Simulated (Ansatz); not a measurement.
# SiB2: the cost of one run

Computed with Ansatz 0.2.0 (DFT PBE, scalar-relativistic, plane waves, PAW, unless a step's input says otherwise).

## 1. The structure to begin with

Symmetry: P-4n2, No. 118, tetragonal system. The conventional cell has a = 4.139 Å, b = 4.139 Å, c = 4.127 Å, α = 90.00°, β = 90.00°, γ = 90.00°. Around Si (site symmetry -4) lie 4 B at 1.87 Å. Around B (site symmetry 2) lie 1 B at 1.81 Å and 2 Si at 1.87 Å.

As a file:

```
CELL_PARAMETERS angstrom
4.13881 0.00000 0.00000
0.00000 4.13881 0.00000
0.00000 0.00000 4.12658
ATOMIC_POSITIONS crystal
Si 0.50000 0.50000 0.00000
Si 0.00000 0.00000 0.50000
B 0.15489 0.34511 0.25000
B 0.84511 0.65489 0.25000
B 0.34511 0.84511 0.75000
B 0.65489 0.15489 0.75000
```

The cell is invented: 3-, 4-connected net, elements by coordination (P-4n2, No. 118). Lengths come from tabulated atomic sizes and are only a guess.

## 2. A first look at the guess

The input, input.yaml:

```yaml
crystal:
  lattice:
    - [4.13880605, 0.0, 0.0]
    - [0.0, 4.13880605, 0.0]
    - [0.0, 0.0, 4.1265827]
  atoms:
    - { symbol: Si, position: [0.5, 0.5, 0.0] }
    - { symbol: Si, position: [0.0, 0.0, 0.5] }
    - { symbol: B, position: [0.15488861, 0.34511139, 0.25] }
    - { symbol: B, position: [0.84511139, 0.65488861, 0.25] }
    - { symbol: B, position: [0.34511139, 0.84511139, 0.75] }
    - { symbol: B, position: [0.65488861, 0.15488861, 0.75] }
basis:
  ecutwfc: 420
kpoints:
  mp_grid: { grid: [4, 4, 4] }
hamiltonian:
  xc: pbe
scf:
  occupations: { method: gaussian, width: 0.1 }
  lower_state_search: "off"
output:
  forces: true
  stress: true
  eigenvalues: true
```

On the command line:

```sh
> ansatz run input.yaml --threads 1 --pin off --max-ram 2560MiB --backend cpu --events-out ev --progress --plain --runs-dir out
```

**Question.** How long does this run take on 1 thread of Arm Neoverse V1, shared host, and how much memory does it need?

About 2.8 s, with a peak of 0.31 GiB.
